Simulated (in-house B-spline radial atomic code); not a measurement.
**Ga³⁺: binding energies from hole states**

Aim: binding energies of the shells of Ga³⁺, from runs with electrons taken out, set against the orbital energies of the parent.

Method: Dirac-Hartree-Fock, average of configuration, Fermi nucleus, basis-set limit. Code: in-house B-spline radial atomic code version 1.

## 1. Starting point

- element: gallium (Z = 31)
- charge: +3
- electrons: 28
- configuration: [Ar] 3d10
- Hamiltonian: Dirac-Coulomb
- nucleus: Fermi, rms radius 3.997 fm

Outer shells as boxes (Hund's rule):

[Ar] 3d10
```
[Ar] core
3d [↑↓][↑↓][↑↓][↑↓][↑↓]
```

Settings of the run:

```ini
Z = 31
electrons = 28.0
configuration = [Ar] 3d10
hamiltonian = dirac
method = hf
spin_polarised = False
nucleus = fermi
rms_radius = 3.9973
mass_number = 69
atomic_mass = 68.925573528
speed_of_light = 137.035999084
```

From the earlier run of the reference: total energy -1940.585304 hartree. Levels, eight at most:

```
orbital  occupation  energy (eV)  <r> (bohr)
  2s1/2           2     -1374.81      0.2167
  2p1/2           2     -1215.44      0.1882
  2p3/2           4     -1187.44      0.1917
  3s1/2           2      -212.17      0.6512
  3p1/2           2      -159.06      0.6721
  3p3/2           4      -155.20      0.6819
  3d3/2           4      -65.362      0.7737
  3d5/2           6      -64.828      0.7790
```

## 2. The 1s hole

Settings: those of step 1 with these lines changed.

```diff
@@ -1,4 +1,4 @@
 Z = 31
-electrons = 28.0
-configuration = [Ar] 3d10
+electrons = 27.0
+configuration = 1s1 2s2 2p6 3s2 3p6 3d10
 hamiltonian = dirac
```

The program writes no log. Results of the run, from its result record (rounded, main fields):

```text
{
  "status": "converged",
  "scf [iteration, energy, orbital gradient]": [
    [1, -1534.6310114, 0.999],
    [2, -1547.10959429, 0.801],
    [3, -1556.61253383, 0.167],
    [4, -1557.15265701, 0.0325],
    [5, -1557.16175595, 0.0199],
    [6, -1557.16876336, 0.00113],
    [7, -1557.16878358, 0.000109],
    [8, -1557.16878382, 5.84e-06],
    [9, -1557.16878382, 9.81e-07],
    [10, -1557.16878382, 1.77e-07]
  ],
  "energy [hartree]": {"total": -1557.16878382, "kinetic": 1586.29620365, "nuclear": -3808.56056089, "coulomb": 720.144167152, "exact_exchange": -55.0485937269},
  "breit [hartree]": {"gaunt": 0.4027039, "retardation": -0.0531204, "frequency_dependence": -0.00184704},
  "qed [hartree]": {"self_energy": 0.3620332, "uehling": -0.03345154, "wichmann_kroll": 0.0002856533},
  "recoil [hartree]": 0.009638304,
  "total_with_corrections [hartree]": -1556.48254177,
  "orbitals [hartree, bohr; first row names the columns]": [
    ["name", "occ", "eps", "<r>"],
    ["1s1/2", 1.0, -401.15786, 0.04829],
    ["2s1/2", 2.0, -54.013198, 0.21193],
    ["2p1/2", 2.0, -48.91662, 0.18206],
    ["2p3/2", 4.0, -47.766463, 0.18552],
    ["3s1/2", 2.0, -9.0034815, 0.63034],
    ["3p1/2", 2.0, -7.0863766, 0.64049],
    ["3p3/2", 4.0, -6.9239824, 0.64996],
    ["3d3/2", 4.0, -3.426095, 0.70525],
    ["3d5/2", 6.0, -3.4016385, 0.70979]
  ],
  "sum_r [bohr^k]": {"-1": 122.857, "1": 13.7996, "2": 10.47255},
  "energy_minus_base [hartree]": 383.41652,
  "energy_minus_base_with_corrections [hartree]": 382.673744
}
```

Wall time 1.1 s (1 thread, shared host).

energy_minus_base is the energy less that of the reference run.

Radial density 4πr²n(r) and radial functions P(r) = rR(r):

```
r (bohr)    4πr²n    1s1/2   3d5/2
 0.00314    1.354   1.0348  0.0000
 0.00445    2.462   1.3955  0.0000
 0.00633    4.354   1.8558  0.0001
 0.00899    7.315   2.4053  0.0003
  0.0128    11.51   3.0159  0.0008
  0.0182    16.43   3.5955  0.0022
  0.0258    20.60   3.9936  0.0057
  0.0367    22.31   4.0211  0.0148
  0.0521    22.10   3.5213  0.0364
  0.0740    25.43   2.5339  0.0849
   0.105    36.51   1.3910  0.1829
   0.149    45.21   0.5298  0.3579
   0.212    36.33   0.1281  0.6215
   0.302    23.39   0.0217  0.9259
   0.429    26.60   0.0020  1.1414
   0.609    27.22  -0.0025  1.1358
   0.866    14.54  -0.0021  0.8921
    1.23    4.000  -0.0008  0.5349
    1.75   0.5535  -0.0002  0.2233
    2.48  0.03172   0.0000  0.0563
```

Clear maxima of the radial density (full grid of the record): 0.037, 0.15, 0.51 bohr.

X-ray form factor of the spherical density:

```
sinθ/λ (1/Å)  f (electrons)
           0         27.000
         0.1         26.247
         0.2         24.193
         0.3         21.337
         0.4         18.231
         0.6         12.757
         0.8          9.106
           1          7.008
         1.4          5.088
         1.8          3.983
         2.5          2.362
           4          0.804
           6          0.502
```

## 3. The 2s hole

Settings: those of step 2 with these lines changed.

```diff
@@ -2,3 +2,3 @@
 electrons = 27.0
-configuration = 1s1 2s2 2p6 3s2 3p6 3d10
+configuration = 1s2 2s1 2p6 3s2 3p6 3d10
 hamiltonian = dirac
```

Main fields:

```text
{
  "status": "converged",
  "scf [iteration, energy, orbital gradient]": [
    [1, -1870.59799571, 0.777],
    [2, -1881.86492032, 0.891],
    [3, -1890.39281698, 0.178],
    [4, -1890.89408257, 0.0348],
    [5, -1890.90383678, 0.0228],
    [6, -1890.9106425, 0.00135],
    [7, -1890.91065925, 9.2e-05],
    [8, -1890.9106594, 1.67e-05],
    [9, -1890.91065941, 1.43e-06],
    [10, -1890.91065941, 1.64e-07]
  ],
  "energy [hartree]": {"total": -1890.91065941, "kinetic": 1928.11424604, "nuclear": -4509.12345266, "coulomb": 757.945123848, "exact_exchange": -67.8465766422},
  "breit [hartree]": {"gaunt": 0.9011173, "retardation": -0.08541525, "frequency_dependence": -0.003401493},
  "qed [hartree]": {"self_energy": 0.5995263, "uehling": -0.05634843, "wichmann_kroll": 0.0004812506},
  "recoil [hartree]": 0.01097701,
  "total_with_corrections [hartree]": -1889.54372273,
  "orbitals [hartree, bohr; first row names the columns]": [
    ["name", "occ", "eps", "<r>"],
    ["1s1/2", 2.0, -388.58722, 0.048579],
    ["2s1/2", 1.0, -53.024509, 0.2163],
    ["2p1/2", 2.0, -46.953154, 0.18624],
    ["2p3/2", 4.0, -45.899802, 0.18964],
    ["3s1/2", 2.0, -8.8481458, 0.6371],
    ["3p1/2", 2.0, -6.9398227, 0.65032],
    ["3p3/2", 4.0, -6.7877595, 0.65951],
    ["3d3/2", 4.0, -3.4522545, 0.70527],
    ["3d5/2", 6.0, -3.4286092, 0.70958]
  ],
  "sum_r [bohr^k]": {"-1": 145.4559, "1": 13.73593, "2": 10.53055},
  "energy_minus_base [hartree]": 49.6746447,
  "energy_minus_base_with_corrections [hartree]": 49.6125626
}
```

Wall time 1 s (1 thread, shared host).

## 4. The 2p1/2 hole

In configurations, a minus sign after the shell means j = l − 1/2 and a plus sign j = l + 1/2; the count of electrons follows.

Settings: those of step 3 with these lines changed.

```diff
@@ -2,3 +2,3 @@
 electrons = 27.0
-configuration = 1s2 2s1 2p6 3s2 3p6 3d10
+configuration = 1s2 2s2 2p-1 2p+4 3s2 3p6 3d10
 hamiltonian = dirac
```

Main fields:

```text
{
  "status": "converged",
  "scf [iteration, energy, orbital gradient]": [
    [1, -1876.25787769, 0.766],
    [2, -1887.66579694, 0.88],
    [3, -1896.31715724, 0.177],
    [4, -1896.8254336, 0.0347],
    [5, -1896.83514211, 0.0219],
    [6, -1896.84201604, 0.00134],
    [7, -1896.84203129, 0.000112],
    [8, -1896.84203149, 2.08e-05],
    [9, -1896.84203149, 1.99e-06],
    [10, -1896.84203149, 1.58e-07]
  ],
  "energy [hartree]": {"total": -1896.84203149, "kinetic": 1934.44036203, "nuclear": -4517.19393478, "coulomb": 754.120096606, "exact_exchange": -68.2085553494},
  "breit [hartree]": {"gaunt": 0.8678125, "retardation": -0.07914848, "frequency_dependence": -0.003244171},
  "qed [hartree]": {"self_energy": 0.6307083, "uehling": -0.05903019, "wichmann_kroll": 0.0005040215},
  "recoil [hartree]": 0.011513,
  "total_with_corrections [hartree]": -1895.47291648,
  "orbitals [hartree, bohr; first row names the columns]": [
    ["name", "occ", "eps", "<r>"],
    ["1s1/2", 2.0, -389.31634, 0.048527],
    ["2s1/2", 2.0, -52.808265, 0.2148],
    ["2p1/2", 1.0, -47.706839, 0.18735],
    ["2p3/2", 4.0, -46.432585, 0.189],
    ["3s1/2", 2.0, -8.9012591, 0.63574],
    ["3p1/2", 2.0, -6.9093707, 0.6505],
    ["3p3/2", 4.0, -6.8179885, 0.65739],
    ["3d3/2", 4.0, -3.4225565, 0.70944],
    ["3d5/2", 6.0, -3.4434426, 0.70636]
  ],
  "sum_r [bohr^k]": {"-1": 145.7163, "1": 13.74797, "2": 10.52313},
  "energy_minus_base [hartree]": 43.7432726,
  "energy_minus_base_with_corrections [hartree]": 43.6833688
}
```

Wall time 1 s (1 thread, shared host).

## 5. The 2p3/2 hole

Settings: those of step 4 with these lines changed.

```diff
@@ -2,3 +2,3 @@
 electrons = 27.0
-configuration = 1s2 2s2 2p-1 2p+4 3s2 3p6 3d10
+configuration = 1s2 2s2 2p-2 2p+3 3s2 3p6 3d10
 hamiltonian = dirac
```

Main fields:

```text
{
  "status": "converged",
  "scf [iteration, energy, orbital gradient]": [
    [1, -1877.31582176, 0.767],
    [2, -1888.69236481, 0.869],
    [3, -1897.33495303, 0.175],
    [4, -1897.84124717, 0.0347],
    [5, -1897.85104516, 0.0213],
    [6, -1897.85785653, 0.00132],
    [7, -1897.85787447, 9.88e-05],
    [8, -1897.85787464, 1.47e-05],
    [9, -1897.85787465, 1.29e-06],
    [10, -1897.85787465, 2.64e-07]
  ],
  "energy [hartree]": {"total": -1897.85787465, "kinetic": 1937.55218526, "nuclear": -4521.74217518, "coulomb": 754.615788171, "exact_exchange": -68.2836728996},
  "breit [hartree]": {"gaunt": 0.8892478, "retardation": -0.07914334, "frequency_dependence": -0.002599092},
  "qed [hartree]": {"self_energy": 0.6283814, "uehling": -0.05904756, "wichmann_kroll": 0.0005041821},
  "recoil [hartree]": 0.01150101,
  "total_with_corrections [hartree]": -1896.4690303,
  "orbitals [hartree, bohr; first row names the columns]": [
    ["name", "occ", "eps", "<r>"],
    ["1s1/2", 2.0, -389.19929, 0.04853],
    ["2s1/2", 2.0, -52.783351, 0.21485],
    ["2p1/2", 2.0, -47.460407, 0.1857],
    ["2p3/2", 3.0, -46.462079, 0.19088],
    ["3s1/2", 2.0, -8.8999124, 0.63585],
    ["3p1/2", 2.0, -6.9690343, 0.64838],
    ["3p3/2", 4.0, -6.7905363, 0.65779],
    ["3d3/2", 4.0, -3.463529, 0.7028],
    ["3d5/2", 6.0, -3.4165441, 0.71097]
  ],
  "sum_r [bohr^k]": {"-1": 145.863, "1": 13.74744, "2": 10.52575},
  "energy_minus_base [hartree]": 42.7274295,
  "energy_minus_base_with_corrections [hartree]": 42.687255
}
```

Run time: 1.1 s. Hardware: 1 thread, shared host.

## 6. The 3s hole

Settings: those of step 5 with these lines changed.

```diff
@@ -2,3 +2,3 @@
 electrons = 27.0
-configuration = 1s2 2s2 2p-2 2p+3 3s2 3p6 3d10
+configuration = 1s2 2s2 2p6 3s1 3p6 3d10
 hamiltonian = dirac
```

Main fields:

```text
{
  "status": "converged",
  "scf [iteration, energy, orbital gradient]": [
    [1, -1916.7037952, 0.66],
    [2, -1925.59589557, 0.675],
    [3, -1932.58952566, 0.145],
    [4, -1932.96488303, 0.0298],
    [5, -1932.97233373, 0.0156],
    [6, -1932.97705055, 0.00179],
    [7, -1932.97709796, 8.01e-05],
    [8, -1932.97709809, 1.62e-05],
    [9, -1932.97709809, 1.07e-06],
    [10, -1932.97709809, 1.72e-07]
  ],
  "energy [hartree]": {"total": -1932.9770981, "kinetic": 1972.11616833, "nuclear": -4610.36156863, "coulomb": 776.565295202, "exact_exchange": -71.2969930015},
  "breit [hartree]": {"gaunt": 0.9342376, "retardation": -0.086534, "frequency_dependence": -0.00324504},
  "qed [hartree]": {"self_energy": 0.6232285, "uehling": -0.05847259, "wichmann_kroll": 0.0004993168},
  "recoil [hartree]": 0.01138689,
  "total_with_corrections [hartree]": -1931.55599746,
  "orbitals [hartree, bohr; first row names the columns]": [
    ["name", "occ", "eps", "<r>"],
    ["1s1/2", 2.0, -386.32847, 0.048574],
    ["2s1/2", 2.0, -51.546837, 0.21695],
    ["2p1/2", 2.0, -45.742855, 0.18815],
    ["2p3/2", 4.0, -44.712843, 0.19159],
    ["3s1/2", 1.0, -8.8211765, 0.64427],
    ["3p1/2", 2.0, -6.7089083, 0.6638],
    ["3p3/2", 4.0, -6.5636745, 0.67325],
    ["3d3/2", 4.0, -3.3251863, 0.73254],
    ["3d5/2", 6.0, -3.3044418, 0.73681]
  ],
  "sum_r [bohr^k]": {"-1": 148.7217, "1": 13.68958, "2": 10.74328},
  "energy_minus_base [hartree]": 7.60820605,
  "energy_minus_base_with_corrections [hartree]": 7.60028783
}
```

Wall time 1 s (1 thread, shared host).

## 7. The 3p1/2 hole

Settings: those of step 6 with these lines changed.

```diff
@@ -2,3 +2,3 @@
 electrons = 27.0
-configuration = 1s2 2s2 2p6 3s1 3p6 3d10
+configuration = 1s2 2s2 2p6 3s2 3p-1 3p+4 3d10
 hamiltonian = dirac
```

Main fields:

```text
{
  "status": "converged",
  "scf [iteration, energy, orbital gradient]": [
    [1, -1918.91832402, 0.663],
    [2, -1927.71226096, 0.659],
    [3, -1934.53652148, 0.143],
    [4, -1934.90756461, 0.0299],
    [5, -1934.91494384, 0.0158],
    [6, -1934.919671, 0.00159],
    [7, -1934.9197124, 7.23e-05],
    [8, -1934.91971254, 1.76e-05],
    [9, -1934.91971255, 2.18e-06],
    [10, -1934.91971255, 2.05e-07]
  ],
  "energy [hartree]": {"total": -1934.91971255, "kinetic": 1974.16023276, "nuclear": -4614.21747927, "coulomb": 776.725745514, "exact_exchange": -71.5882115476},
  "breit [hartree]": {"gaunt": 0.9305877, "retardation": -0.08576392, "frequency_dependence": -0.003229893},
  "qed [hartree]": {"self_energy": 0.6279324, "uehling": -0.05887106, "wichmann_kroll": 0.0005026988},
  "recoil [hartree]": 0.01147916,
  "total_with_corrections [hartree]": -1933.49707553,
  "orbitals [hartree, bohr; first row names the columns]": [
    ["name", "occ", "eps", "<r>"],
    ["1s1/2", 2.0, -386.35036, 0.04857],
    ["2s1/2", 2.0, -51.58363, 0.21661],
    ["2p1/2", 2.0, -45.693837, 0.18844],
    ["2p3/2", 4.0, -44.724702, 0.19154],
    ["3s1/2", 2.0, -8.6578717, 0.64598],
    ["3p1/2", 1.0, -6.8521142, 0.66136],
    ["3p3/2", 4.0, -6.6398278, 0.67185],
    ["3d3/2", 4.0, -3.2430901, 0.73833],
    ["3d5/2", 6.0, -3.3213652, 0.7357]
  ],
  "sum_r [bohr^k]": {"-1": 148.8461, "1": 13.68161, "2": 10.72995},
  "energy_minus_base [hartree]": 5.66559159,
  "energy_minus_base_with_corrections [hartree]": 5.65920976
}
```

Wall time 1 s (1 thread, shared host).

## 8. The 3p3/2 hole

Settings: those of step 7 with these lines changed.

```diff
@@ -2,3 +2,3 @@
 electrons = 27.0
-configuration = 1s2 2s2 2p6 3s2 3p-1 3p+4 3d10
+configuration = 1s2 2s2 2p6 3s2 3p-2 3p+3 3d10
 hamiltonian = dirac
```

Main fields:

```text
{
  "status": "converged",
  "scf [iteration, energy, orbital gradient]": [
    [1, -1919.13491806, 0.652],
    [2, -1927.87976778, 0.661],
    [3, -1934.67423629, 0.142],
    [4, -1935.043267, 0.0297],
    [5, -1935.05062028, 0.0158],
    [6, -1935.05532275, 0.00153],
    [7, -1935.05536112, 6.98e-05],
    [8, -1935.05536125, 1.31e-05],
    [9, -1935.05536125, 1.38e-06],
    [10, -1935.05536125, 3.17e-07],
    [11, -1935.05536125, 1.73e-08]
  ],
  "energy [hartree]": {"total": -1935.05536125, "kinetic": 1974.57801986, "nuclear": -4614.95372453, "coulomb": 776.929453383, "exact_exchange": -71.6091099584},
  "breit [hartree]": {"gaunt": 0.933565, "retardation": -0.08576949, "frequency_dependence": -0.003137505},
  "qed [hartree]": {"self_energy": 0.6276196, "uehling": -0.05887378, "wichmann_kroll": 0.0005027238},
  "recoil [hartree]": 0.0114756,
  "total_with_corrections [hartree]": -1933.6299791,
  "orbitals [hartree, bohr; first row names the columns]": [
    ["name", "occ", "eps", "<r>"],
    ["1s1/2", 2.0, -386.33065, 0.048571],
    ["2s1/2", 2.0, -51.573034, 0.21662],
    ["2p1/2", 2.0, -45.743822, 0.18811],
    ["2p3/2", 4.0, -44.68344, 0.19183],
    ["3s1/2", 2.0, -8.6540676, 0.64603],
    ["3p1/2", 2.0, -6.7810121, 0.66274],
    ["3p3/2", 3.0, -6.6573997, 0.67151],
    ["3d3/2", 4.0, -3.3280773, 0.73272],
    ["3d5/2", 6.0, -3.2585975, 0.74025]
  ],
  "sum_r [bohr^k]": {"-1": 148.8698, "1": 13.67832, "2": 10.72687},
  "energy_minus_base [hartree]": 5.52994289,
  "energy_minus_base_with_corrections [hartree]": 5.52630619
}
```

It took 1.1 s on 1 thread, shared host.

## 9. The 3d3/2 hole

Settings: those of step 8 with these lines changed.

```diff
@@ -2,3 +2,3 @@
 electrons = 27.0
-configuration = 1s2 2s2 2p6 3s2 3p-2 3p+3 3d10
+configuration = 1s2 2s2 2p6 3s2 3p6 3d-3 3d+6
 hamiltonian = dirac
```

Main fields:

```text
{
  "status": "converged",
  "scf [iteration, energy, orbital gradient]": [
    [1, -1924.0013248, 0.632],
    [2, -1932.27283913, 0.615],
    [3, -1937.99412389, 0.135],
    [4, -1938.3239271, 0.0296],
    [5, -1938.33111406, 0.0155],
    [6, -1938.33580962, 0.000885],
    [7, -1938.33582412, 9.45e-05],
    [8, -1938.33582428, 2.1e-05],
    [9, -1938.33582429, 1.75e-06],
    [10, -1938.33582429, 1.1e-07]
  ],
  "energy [hartree]": {"total": -1938.33582429, "kinetic": 1977.88144506, "nuclear": -4622.73415251, "coulomb": 778.742751023, "exact_exchange": -72.2258678651},
  "breit [hartree]": {"gaunt": 0.937768, "retardation": -0.08670199, "frequency_dependence": -0.003225752},
  "qed [hartree]": {"self_energy": 0.6277837, "uehling": -0.05886273, "wichmann_kroll": 0.0005026341},
  "recoil [hartree]": 0.01149094,
  "total_with_corrections [hartree]": -1936.90706943,
  "orbitals [hartree, bohr; first row names the columns]": [
    ["name", "occ", "eps", "<r>"],
    ["1s1/2", 2.0, -386.11482, 0.048577],
    ["2s1/2", 2.0, -51.506355, 0.21671],
    ["2p1/2", 2.0, -45.626311, 0.18811],
    ["2p3/2", 4.0, -44.628253, 0.19168],
    ["3s1/2", 2.0, -8.6997841, 0.64585],
    ["3p1/2", 2.0, -6.6724336, 0.66408],
    ["3p3/2", 4.0, -6.6127796, 0.67268],
    ["3d3/2", 3.0, -3.2948634, 0.73533],
    ["3d5/2", 6.0, -3.2884706, 0.7386]
  ],
  "sum_r [bohr^k]": {"-1": 149.1208, "1": 13.62169, "2": 10.59161},
  "energy_minus_base [hartree]": 2.24947985,
  "energy_minus_base_with_corrections [hartree]": 2.24921586
}
```

Wall time 1 s (1 thread, shared host).

## 10. The 3d5/2 hole

Settings: those of step 9 with these lines changed.

```diff
@@ -2,3 +2,3 @@
 electrons = 27.0
-configuration = 1s2 2s2 2p6 3s2 3p6 3d-3 3d+6
+configuration = 1s2 2s2 2p6 3s2 3p6 3d-4 3d+5
 hamiltonian = dirac
```

Main fields:

```text
{
  "status": "converged",
  "scf [iteration, energy, orbital gradient]": [
    [1, -1924.04247261, 0.632],
    [2, -1932.29809733, 0.607],
    [3, -1938.01190798, 0.136],
    [4, -1938.34100859, 0.0296],
    [5, -1938.34816142, 0.0155],
    [6, -1938.35284478, 0.000877],
    [7, -1938.35285779, 8.63e-05],
    [8, -1938.35285793, 1.73e-05],
    [9, -1938.35285794, 1.41e-06],
    [10, -1938.35285794, 2.9e-07]
  ],
  "energy [hartree]": {"total": -1938.35285794, "kinetic": 1977.93214414, "nuclear": -4622.86660838, "coulomb": 778.813015359, "exact_exchange": -72.2314090567},
  "breit [hartree]": {"gaunt": 0.938803, "retardation": -0.08670131, "frequency_dependence": -0.003221276},
  "qed [hartree]": {"self_energy": 0.6277206, "uehling": -0.05886249, "wichmann_kroll": 0.0005026321},
  "recoil [hartree]": 0.01149075,
  "total_with_corrections [hartree]": -1936.92312607,
  "orbitals [hartree, bohr; first row names the columns]": [
    ["name", "occ", "eps", "<r>"],
    ["1s1/2", 2.0, -386.11033, 0.048577],
    ["2s1/2", 2.0, -51.502312, 0.21671],
    ["2p1/2", 2.0, -45.655367, 0.18825],
    ["2p3/2", 4.0, -44.606915, 0.19161],
    ["3s1/2", 2.0, -8.6982256, 0.6459],
    ["3p1/2", 2.0, -6.7656407, 0.66336],
    ["3p3/2", 4.0, -6.5644292, 0.67317],
    ["3d3/2", 4.0, -3.307514, 0.73455],
    ["3d5/2", 5.0, -3.2784144, 0.73943]
  ],
  "sum_r [bohr^k]": {"-1": 149.1251, "1": 13.62009, "2": 10.58889},
  "energy_minus_base [hartree]": 2.2324462,
  "energy_minus_base_with_corrections [hartree]": 2.23315922
}
```

It took 1 s on 1 thread, shared host.

## 11. Results

| hole | ΔSCF (eV) | with Breit, QED, recoil (eV) | −ε of the parent (eV) | −ε less ΔSCF (eV) |
| --- | --- | --- | --- | --- |
| 1s | 10433.3 | 10413.1 | 10480.7 | 47.37 |
| 2s | 1351.72 | 1350.03 | 1374.81 | 23.10 |
| 2p1/2 | 1190.32 | 1188.69 | 1215.44 | 25.12 |
| 2p3/2 | 1162.67 | 1161.58 | 1187.44 | 24.77 |
| 3s | 207.03 | 206.81 | 212.17 | 5.14 |
| 3p1/2 | 154.17 | 153.99 | 159.06 | 4.90 |
| 3p3/2 | 150.48 | 150.38 | 155.20 | 4.72 |
| 3d3/2 | 61.211 | 61.204 | 65.362 | 4.15 |
| 3d5/2 | 60.748 | 60.767 | 64.828 | 4.08 |

**Reading.** Every ΔSCF value lies below −ε, since the other electrons relax into the hole: by 47.4 eV for 1s and 4.08 eV for 3d5/2. The difference of the 1s and 2p3/2 holes gives a Kα1 line at 9251.5 eV for this charge state (with Breit, QED and recoil). The spin-orbit splitting of the 2p hole is 27.11 eV with those corrections. Values are for the free ion, measured from the vacuum level.
